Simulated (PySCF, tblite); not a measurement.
# C₄H₅NO₃S₂: excited states, first hyperpolarisability

Wanted: excited states, first hyperpolarisability for C₄H₅NO₃S₂ (`CS(=O)(=O)c1ncc(O)s1`).

Programs: tblite 0.8.0 and PySCF 2.14.0, with routines of our own; each step states its level. All values are computed. Atoms count from 0.

## 1. The starting structure

15 atoms, charge 0, multiplicity 1; geometry from: force field or distance geometry start.

## 2. Relaxing the molecule with GFN2-xTB

Job settings and geometry (Å):

```
{"job": {"kind": "relax", "xc": "GFN2-xTB", "basis": "xTB"}, "charge": 0, "multiplicity": 1}
C     -2.269500     0.042800     1.474000
S     -1.779000    -0.050400    -0.230800
O     -2.160500     1.162000    -0.894700
O     -2.125200    -1.358200    -0.743100
C     -0.010300    -0.019000    -0.119700
N      0.698800     0.066400     0.977600
C      2.044500     0.071800     0.632100
C      2.326100    -0.008900    -0.709300
O      3.501200    -0.035500    -1.326500
S      0.855500    -0.098000    -1.592700
H     -1.916300     0.979700     1.900700
H     -1.884900    -0.817000     2.020100
H     -3.375000     0.029300     1.513500
H      2.799800     0.131700     1.410600
H      3.290400    -0.088700    -2.276100
```

Started as:

```sh
$ OMP_NUM_THREADS=1 python excited_run.py task.json out
```

The driver reads the jobs from task.json and runs them one after another.

Standard output:

```text
step      E/eV     max force
  0    -889.22488    2.356
  1    -889.33607    0.717
  2    -889.36217    0.448
  3    -889.37805    0.336
  4    -889.39004    0.255
  5    -889.39419    0.238
  6    -889.39853    0.219
  7    -889.40353    0.187
  8    -889.40808    0.153
  9    -889.41161    0.139
 10    -889.41379    0.114
 11    -889.41547    0.099
 12    -889.41731    0.111
 13    -889.41938    0.104
 14    -889.42106    0.086
 15    -889.42198    0.076
 16    -889.42245    0.068
 17    -889.42284    0.063
 18    -889.42328    0.048
 19    -889.42377    0.060
 20    -889.42425    0.062
 21    -889.42469    0.051
 22    -889.42506    0.039
 23    -889.42530    0.031
 24    -889.42545    0.031
 25    -889.42556    0.035
 26    -889.42570    0.036
 27    -889.42592    0.046
 28    -889.42624    0.050
 29    -889.42662    0.046
 30    -889.42698    0.041
 31    -889.42727    0.045
 32    -889.42755    0.045
 33    -889.42786    0.061
 34    -889.42825    0.068
 35    -889.42865    0.057
 36    -889.42896    0.038
 37    -889.42915    0.037
 38    -889.42925    0.026
 39    -889.42931    0.022
 40    -889.42935    0.019
 41    -889.42938    0.012
 42    -889.42939    0.006
```

Run time: 0.35 s. Hardware: 1 thread of Arm Neoverse V1, shared host; peak memory 0.18 GiB.

Along the way: (not every step is listed)

| step | energy from step 0 (eV) | largest force (eV/Å) |
| --- | --- | --- |
| 0 | 0.0000 | 2.3565 |
| 1 | -0.1112 | 0.7174 |
| 2 | -0.1373 | 0.4481 |
| 3 | -0.1532 | 0.3360 |
| 4 | -0.1652 | 0.2552 |
| 5 | -0.1693 | 0.2382 |
| 6 | -0.1737 | 0.2191 |
| 7 | -0.1787 | 0.1867 |
| 8 | -0.1832 | 0.1530 |
| 10 | -0.1889 | 0.1144 |
| 12 | -0.1924 | 0.1111 |
| 14 | -0.1962 | 0.0864 |
| 16 | -0.1976 | 0.0681 |
| 18 | -0.1984 | 0.0485 |
| 20 | -0.1994 | 0.0616 |
| 22 | -0.2002 | 0.0387 |
| 24 | -0.2006 | 0.0312 |
| 26 | -0.2008 | 0.0361 |
| 28 | -0.2014 | 0.0504 |
| 30 | -0.2021 | 0.0413 |
| 32 | -0.2027 | 0.0449 |
| 34 | -0.2034 | 0.0684 |
| 36 | -0.2041 | 0.0385 |
| 37 | -0.2043 | 0.0366 |
| 38 | -0.2044 | 0.0262 |
| 39 | -0.2044 | 0.0221 |
| 40 | -0.2045 | 0.0194 |
| 41 | -0.2045 | 0.0122 |
| 42 | -0.2045 | 0.0064 |

Distances of close pairs at the start and the end, largest changes first:

| bond | before (Å) | after (Å) | change (Å) |
| --- | --- | --- | --- |
| N5–C6 | 1.389 | 1.350 | -0.039 |
| C7–S9 | 1.718 | 1.748 | +0.030 |
| C4–N5 | 1.309 | 1.282 | -0.027 |
| C4–S9 | 1.710 | 1.736 | +0.026 |
| C0–S1 | 1.776 | 1.802 | +0.026 |
| C0–H12 | 1.106 | 1.083 | -0.023 |
| S1–C4 | 1.772 | 1.789 | +0.016 |
| C6–H13 | 1.086 | 1.073 | -0.014 |

The end geometry stands in the next job.

## 3. Infrared spectrum with GFN2-xTB

Job settings and geometry (Å):

```
{"job": {"kind": "ir", "xc": "GFN2-xTB", "basis": "xTB"}, "charge": 0, "multiplicity": 1}
C     -2.250401     0.048133     1.530231
S     -1.827935    -0.053746    -0.218627
O     -2.271404     1.125343    -0.905809
O     -2.226976    -1.324536    -0.752502
C     -0.039777    -0.020200    -0.193823
N      0.672533     0.059818     0.868959
C      1.996633     0.066198     0.605457
C      2.312362    -0.012873    -0.724207
O      3.543592    -0.024349    -1.243626
S      0.852654    -0.099592    -1.681024
H     -1.843203     0.973983     1.912562
H     -1.813211    -0.808443     2.024644
H     -3.330422     0.035214     1.608732
H      2.702809     0.129717     1.410383
H      3.518329    -0.086679    -2.205711
```

Standard output:

```text
mode    cm-1     km/mol
  1      13.4      7.98
  2      67.0      0.01
  3      92.1      0.85
  4      94.0     12.83
  5     206.3      0.37
  6     214.1      0.37
  7     282.9      0.16
  8     293.9      0.43
  9     303.6    165.48
 10     363.0      2.39
 11     393.7      7.32
 12     444.0    129.79
 13     486.2    143.16
 14     518.4      1.07
 15     582.4      0.06
 16     584.9      8.53
 17     693.0     16.28
 18     714.4    165.38
 19     745.9     19.50
 20     782.5     15.06
 21     848.5    108.44
 22     863.2      8.85
 23     964.7     39.33
 24    1086.1     68.54
 25    1119.6    183.86
 26    1137.9    146.82
 27    1216.8    398.72
 28    1262.5    475.80
 29    1267.8     41.59
 30    1315.2     25.00
 31    1409.9     11.57
 32    1413.5     13.30
 33    1505.1    296.30
 34    1545.0     47.64
 35    3067.6      0.70
 36    3089.0      1.03
 37    3098.6      0.76
 38    3161.1      2.13
 39    3521.4     65.29
```

Wall time 0.64 s (1 thread of Arm Neoverse V1, shared host); peak memory 0.18 GiB.

Which atoms move in the most intense modes:

| cm⁻¹ | km/mol | atoms |
| --- | --- | --- |
| 304 | 165.5 | H14 86 % |
| 486 | 143.2 | S1 31 %, O3 24 %, O2 24 % |
| 714 | 165.4 | C0 42 %, S1 32 % |
| 1120 | 183.9 | O2 27 %, O3 27 %, S1 18 % |
| 1138 | 146.8 | H13 35 %, C6 14 %, H14 11 %, C4 10 % |
| 1217 | 398.7 | C7 39 %, O8 26 %, H14 20 % |
| 1262 | 475.8 | S1 44 %, O3 28 %, O2 28 % |
| 1505 | 296.3 | C4 35 %, N5 26 %, C7 25 % |

## 4. Excited states: TDA BHandHLYP/def2-SVP

The job, as its differences from that of step 3:

```diff
@@ -1,2 +1,2 @@
-{"job": {"kind": "ir", "xc": "GFN2-xTB", "basis": "xTB"}, "charge": 0, "multiplicity": 1}
+{"job": {"kind": "states", "xc": "BHandHLYP", "basis": "def2-SVP", "tda": true, "soc": true, "nstates": 5, "ntriplets": 4, "nquad": 4}, "charge": 0, "multiplicity": 1}
 C     -2.250401     0.048133     1.530231
```

With the program's defaults for keys left out, this is: TDA BHandHLYP/def2-SVP excited states, vertical, gas phase, spin-orbit mean-field couplings.

Standard output:

```text
coarse grid: 15016 points
cycle   1  E = -1230.8766773827  dE =  2.966e+00  |g| = 1.246e+00  |ddm| = 4.774e+00
cycle   2  E = -1230.5786260510  dE =  2.981e-01  |g| = 1.790e+00  |ddm| = 2.710e+00
cycle   3  E = -1231.1850889389  dE = -6.065e-01  |g| = 1.447e-01  |ddm| = 1.693e+00
cycle   4  E = -1231.1881117437  dE = -3.023e-03  |g| = 9.592e-02  |ddm| = 2.494e-01
cycle   5  E = -1231.1904597465  dE = -2.348e-03  |g| = 1.612e-02  |ddm| = 1.067e-01
cycle   6  E = -1231.1905231734  dE = -6.343e-05  |g| = 5.655e-03  |ddm| = 2.264e-02
cycle   7  E = -1231.1905317240  dE = -8.551e-06  |g| = 1.626e-03  |ddm| = 6.895e-03
final grid: 139800 points
cycle   8  E = -1231.2936774188  dE = -1.703e-05  |g| = 2.696e-03  |ddm| = 1.906e-02
cycle   9  E = -1231.2936773827  dE =  3.603e-08  |g| = 2.885e-03  |ddm| = 5.136e-03
cycle  10  E = -1231.2936791363  dE = -1.754e-06  |g| = 3.035e-04  |ddm| = 2.756e-03
cycle  11  E = -1231.2936791565  dE = -2.021e-08  |g| = 1.672e-04  |ddm| = 5.009e-04
cycle  12  E = -1231.2936791638  dE = -7.234e-09  |g| = 5.424e-05  |ddm| = 2.221e-04
cycle  13  E = -1231.2936791645  dE = -7.312e-10  |g| = 1.906e-05  |ddm| = 7.075e-05
converged SCF energy = -1231.2936791645

Singlet excitations
state   eV       nm        f     d(h-e)  d(exc)  Lambda  PR(NTO)  |dmu|/D   mu/D   main configurations
  1   5.5655   222.8   0.00019   1.383   3.021   0.389   1.025    3.700    5.174   H->L+1 0.95
  2   5.5783   222.3   0.29083   0.712   2.760   0.726   1.161    1.724    5.336   H->L 0.92
  3   5.8648   211.4   0.00260   0.719   2.627   0.491   1.029    1.853    3.647   H-1->L 0.75, H-4->L 0.16
  4   6.6811   185.6   0.00000   0.492   2.462   0.418   1.022    1.641    3.373   H-2->L+1 0.88
  5   6.8239   181.7   0.03079   0.290   2.598   0.668   1.645                     H-2->L 0.75, H->L+3 0.10

Triplet excitations (Tamm-Dancoff)
state   eV     d(h-e)  d(exc)  Lambda  PR(NTO)   main configurations
  1   3.4588   0.468   2.530   0.736   1.057   H->L 0.92
  2   5.0848   0.685   2.462   0.482   1.028   H-1->L 0.62, H-4->L 0.20
  3   5.2841   0.283   2.457   0.695   1.236   H-2->L 0.84, H->L+3 0.09
  4   5.2903   1.337   2.968   0.389   1.034   H->L+1 0.94
S1 - T1 = 2.1068 eV

Spin-orbit couplings |<S|Hso|T>| (cm-1)
             T1       T2       T3       T4
S0        0.739   58.123    0.207   12.431
S1       36.664    0.291    6.779    1.438
S2        0.790   13.956    1.632   37.577
S3        4.649    0.107   43.771    1.104
S4        0.327    0.160   38.647    0.752
S5        1.287   56.118    0.130    4.710
T1 sublevels (cm-1): 0.000 0.000 0.018   radiative rates (1/s): 0.284 0.016 0.00777
```

Run time: 33 s. Hardware: 1 thread of Arm Neoverse V1, shared host; peak memory 0.81 GiB.

From this job:

| quantity | value |
| --- | --- |
| S1 less T1 | 2.11 eV |

## 5. Excited states: TDDFT wB97X-D/def2-SVPD

The job, as its differences from that of step 4:

```diff
@@ -1,2 +1,2 @@
-{"job": {"kind": "states", "xc": "BHandHLYP", "basis": "def2-SVP", "tda": true, "soc": true, "nstates": 5, "ntriplets": 4, "nquad": 4}, "charge": 0, "multiplicity": 1}
+{"job": {"kind": "states", "xc": "wB97X-D", "basis": "def2-SVPD", "tpa": true, "nstates": 6, "nquad": 5, "ntriplets": 0}, "charge": 0, "multiplicity": 1}
 C     -2.250401     0.048133     1.530231
```

Method: TDDFT wB97X-D/def2-SVPD excited states, vertical, gas phase, two-photon moments by quadratic response.

Standard output:

```text
coarse grid: 15016 points
cycle   1  E = -1230.9539388088  dE =  2.962e+00  |g| = 1.313e+00  |ddm| = 7.327e+00
cycle   2  E = -1230.5929374956  dE =  3.610e-01  |g| = 1.973e+00  |ddm| = 4.066e+00
cycle   3  E = -1231.3033908747  dE = -7.105e-01  |g| = 1.329e-01  |ddm| = 2.440e+00
cycle   4  E = -1231.3059785269  dE = -2.588e-03  |g| = 8.701e-02  |ddm| = 5.270e-01
cycle   5  E = -1231.3078071354  dE = -1.829e-03  |g| = 1.456e-02  |ddm| = 1.817e-01
cycle   6  E = -1231.3078625044  dE = -5.537e-05  |g| = 5.177e-03  |ddm| = 4.612e-02
cycle   7  E = -1231.3078700870  dE = -7.583e-06  |g| = 2.179e-03  |ddm| = 1.527e-02
final grid: 139800 points
cycle   8  E = -1231.4554272135  dE = -1.159e-04  |g| = 5.668e-03  |ddm| = 2.265e-01
cycle   9  E = -1231.4554284521  dE = -1.239e-06  |g| = 5.854e-03  |ddm| = 2.985e-02
cycle  10  E = -1231.4554352330  dE = -6.781e-06  |g| = 8.471e-04  |ddm| = 1.152e-02
cycle  11  E = -1231.4554354137  dE = -1.807e-07  |g| = 4.238e-04  |ddm| = 2.913e-03
cycle  12  E = -1231.4554354587  dE = -4.499e-08  |g| = 1.351e-04  |ddm| = 1.172e-03
cycle  13  E = -1231.4554354640  dE = -5.357e-09  |g| = 4.247e-05  |ddm| = 4.087e-04
cycle  14  E = -1231.4554354648  dE = -7.535e-10  |g| = 1.470e-05  |ddm| = 1.625e-04
converged SCF energy = -1231.4554354648

Singlet excitations
state   eV       nm        f     d(h-e)  d(exc)  Lambda  PR(NTO)  |dmu|/D   mu/D   delta(TPA)   sigma/GM   main configurations
  1   5.0471   245.7   0.20271   0.716   2.821   0.702   1.191    1.705    5.338       68.86      0.643   H->L 0.96
  2   5.1514   240.7   0.00001   1.535   3.163   0.344   1.017    4.254    5.874        0.68      0.007   H->L+1 0.89
  3   5.5125   224.9   0.00126   0.837   2.738   0.510   1.025    2.168    3.687        0.82      0.009   H-1->L 0.84, H-4->L 0.12
  4   6.2374   198.8   0.00035   0.738   2.630   0.387   1.063    2.744    4.164        0.50      0.007   H-2->L+1 0.81, H-2->L+2 0.09
  5   6.2619   198.0   0.02022   0.205   2.660   0.650   1.676    0.037    3.663        3.49      0.050   H-2->L 0.79, H->L+4 0.09
  6   6.4813   191.3   0.00096   0.939   3.434   0.333   1.077                                            H->L+2 0.71
```

It took 95 s on 1 thread of Arm Neoverse V1, shared host; peak memory 1.1 GiB.

## 6. First hyperpolarisability: quadratic response PBE0/def2-SVPD

The job, as its differences from that of step 5:

```diff
@@ -1,2 +1,2 @@
-{"job": {"kind": "states", "xc": "wB97X-D", "basis": "def2-SVPD", "tpa": true, "nstates": 6, "nquad": 5, "ntriplets": 0}, "charge": 0, "multiplicity": 1}
+{"job": {"kind": "beta", "xc": "PBE0", "basis": "def2-SVPD", "wavelengths": [1064]}, "charge": 0, "multiplicity": 1}
 C     -2.250401     0.048133     1.530231
```

With the program's defaults for keys left out, this is: quadratic response PBE0/def2-SVPD first hyperpolarisability, Taylor convention, gas phase.

Standard output:

```text
coarse grid: 15016 points
cycle   1  E = -1230.4355296064  dE =  2.641e+00  |g| = 1.207e+00  |ddm| = 8.281e+00
cycle   2  E = -1229.6108974669  dE =  8.246e-01  |g| = 2.389e+00  |ddm| = 4.477e+00
cycle   3  E = -1230.7090726526  dE = -1.098e+00  |g| = 2.260e-01  |ddm| = 3.184e+00
cycle   4  E = -1230.7167825388  dE = -7.710e-03  |g| = 1.428e-01  |ddm| = 7.398e-01
cycle   5  E = -1230.7216692952  dE = -4.887e-03  |g| = 4.367e-02  |ddm| = 3.447e-01
cycle   6  E = -1230.7221417010  dE = -4.724e-04  |g| = 9.235e-03  |ddm| = 1.130e-01
cycle   7  E = -1230.7221595318  dE = -1.783e-05  |g| = 3.120e-03  |ddm| = 2.194e-02
cycle   8  E = -1230.7221614770  dE = -1.945e-06  |g| = 8.192e-04  |ddm| = 6.828e-03
final grid: 139800 points
cycle   9  E = -1230.8673020834  dE = -2.742e-05  |g| = 1.380e-02  |ddm| = 2.773e-01
cycle  10  E = -1230.8672111453  dE =  9.094e-05  |g| = 2.376e-02  |ddm| = 6.778e-02
cycle  11  E = -1230.8673441296  dE = -1.330e-04  |g| = 3.167e-03  |ddm| = 5.043e-02
cycle  12  E = -1230.8673464008  dE = -2.271e-06  |g| = 5.513e-04  |ddm| = 7.711e-03
cycle  13  E = -1230.8673464634  dE = -6.262e-08  |g| = 2.030e-04  |ddm| = 2.038e-03
cycle  14  E = -1230.8673464728  dE = -9.378e-09  |g| = 6.704e-05  |ddm| = 6.133e-04
cycle  15  E = -1230.8673464738  dE = -9.911e-10  |g| = 3.101e-05  |ddm| = 2.278e-04
converged SCF energy = -1230.8673464738

Lowest singlets (eV, f): 4.8077 0.0000  4.9449 0.1966  5.3609 0.0012

First hyperpolarisability (au)
process     nm      |vector|   parallel      HRS      DR
static         -      193.10     107.97      96.88   3.148
shg       1064.0      247.70     139.62     122.04   3.274
eope      1064.0      208.31      116.8          -       -
```

Run time: 64 s. Hardware: 1 thread of Arm Neoverse V1, shared host; peak memory 0.99 GiB.

## 7. Summary of results

```
                                            quantity                             value
           strongest single infrared mode (GFN2-xTB)             1262 cm⁻¹, 476 km/mol
                        zero-point energy (GFN2-xTB)                     58.3 kcal/mol
         S1 less T1 (step 4, TDA BHandHLYP/def2-SVP)                           2.11 eV
β vector (step 6, quadratic response PBE0/def2-SVPD)  static 193, SHG 1064.0 nm 248 au
```

What this shows: No mode is imaginary among the 39: a minimum at this level. The strongest single mode, at 1262 cm⁻¹, has its largest shares on S1, O3 and O2 (the list is cut at 3 atoms). Unscaled tight-binding wavenumbers are off by several per cent, some by more. Its intensities can rank the bands wrongly. In step 4, the number of triplets below S1 is at least 4, and the largest singlet-triplet spin-orbit coupling is S0–T2, 58.12 cm⁻¹. β grows from 193 au (static) to 248 au for doubling at 1064.0 nm: normal dispersion, which grows as twice the photon energy moves toward the bright states.
